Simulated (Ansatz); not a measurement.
# C2H6Cl2S2Sn: a ladder of functionals and wavefunction methods

One table from this session's results is given with a row withheld; the runs are named, their logs left out.

Method: functionals in def2-TZVPP, the program's frozen cores in correlated methods; program: Ansatz 0.2.0, Gaussian basis.

Levels to be run: PBE-D4, r2SCAN-D4, PBE0-D4, B3LYP-D4, ωB97X-V, ωB97M-V, B2PLYP; CCSD(T)/def2-TZVPP; MP2/def2-QZVPP; extrapolation to the limit.

## The geometry

All runs share one geometry, relaxed beforehand with PBE0-D4 in a triple-zeta def2 set. Sn takes the def2 core potential; no spin-orbit term is included.

SMILES `C[S][Sn]([Cl])([Cl])[S]C`, 13 atoms, charge 0, spin multiplicity 1.

Atoms are counted from 1 here; the program's logs count them from 0.

Bond lengths: C1–S2 1.820 Å, C1–H8 1.090 Å, C1–H9 1.089 Å, C1–H10 1.090 Å, S2–Sn3 2.371 Å, Sn3–Cl4 2.317 Å, Sn3–Cl5 2.317 Å, Sn3–S6 2.371 Å, S6–C7 1.820 Å, C7–H11 1.089 Å, C7–H12 1.090 Å, C7–H13 1.090 Å. Angles: S2–C1–H8 111.5°, S2–C1–H9 111.1°, S2–C1–H10 105.8°, H8–C1–H9 110.3°, H8–C1–H10 108.9°, H9–C1–H10 109.0°, C1–S2–Sn3 98.0°, S2–Sn3–Cl4 106.2°, S2–Sn3–Cl5 111.0°, S2–Sn3–S6 113.2°, Cl4–Sn3–Cl5 109.2°, Cl4–Sn3–S6 111.1°, Cl5–Sn3–S6 106.2°, Sn3–S6–C7 98.0°, S6–C7–H11 111.1°, S6–C7–H12 105.8°, S6–C7–H13 111.5°, H11–C7–H12 109.0° and more.

The first run:

Input file in.yaml:

```yaml
crystal:
  periodic: [false, false, false]
  atoms:
    - {symbol: C, position_ang: [1.820746, 0.460893, 1.524152]}
    - {symbol: S, position_ang: [1.905516, 0.466244, -0.293926]}
    - {symbol: Sn, position_ang: [-0.304409, 1.208439, -0.724619]}
    - {symbol: Cl, position_ang: [-0.489020, 1.384739, -3.027189]}
    - {symbol: Cl, position_ang: [-0.685200, 3.284522, 0.230316]}
    - {symbol: S, position_ang: [-1.964790, -0.237327, 0.154594]}
    - {symbol: C, position_ang: [-1.498213, -1.742470, -0.756159]}
    - {symbol: H, position_ang: [1.009121, -0.170802, 1.884216]}
    - {symbol: H, position_ang: [1.713994, 1.471956, 1.914646]}
    - {symbol: H, position_ang: [2.769461, 0.046470, 1.864979]}
    - {symbol: H, position_ang: [-1.675743, -1.625375, -1.824289]}
    - {symbol: H, position_ang: [-2.142724, -2.533652, -0.373260]}
    - {symbol: H, position_ang: [-0.458739, -2.013648, -0.573450]}
basis:
  gaussian: {orbitals: def2-TZVPP}
hamiltonian: {xc: pbe, dispersion: d4}
output: {forces: true, orbitals: {seedname: orbitals}}
```

Steps of the session up to this table: PBE-D4 (GGA); r2SCAN-D4 (meta-GGA); PBE0-D4 (hybrid); B3LYP-D4 (hybrid); ωB97X-V (range-separated); ωB97M-V (range-separated); B2PLYP (double hybrid); CCSD(T) in def2-TZVPP; MP2 in def2-QZVPP.

One table of the session follows, with a row left open; its other results are not shown here.

| method | atomisation energy (kJ/mol) |
| --- | --- |
| PBE-D4 | 4459.5 |
| r2SCAN-D4 | 4395.5 |
| PBE0-D4 | 4393.7 |
| B3LYP-D4 | ? |
| ωB97X-V | 4396.0 |
| ωB97M-V | 4387.9 |
| B2PLYP | 4278.1 |
| HF/def2-TZVPP | 3136.9 |
| MP2/def2-TZVPP | 4315.1 |
| CCSD/def2-TZVPP | 4152.4 |
| CCSD(T)/def2-TZVPP | 4238.4 |
| MP2/CBS | 4467.6 |
| CCSD(T)/CBS | 4391.0 |

Q: Estimate the row for B3LYP-D4 from the others.

**Answer.** atomisation energy (kJ/mol): 4337.5. In the column «atomisation energy (kJ/mol)» it lies between MP2/def2-TZVPP (4315.1) and ωB97M-V (4387.9).
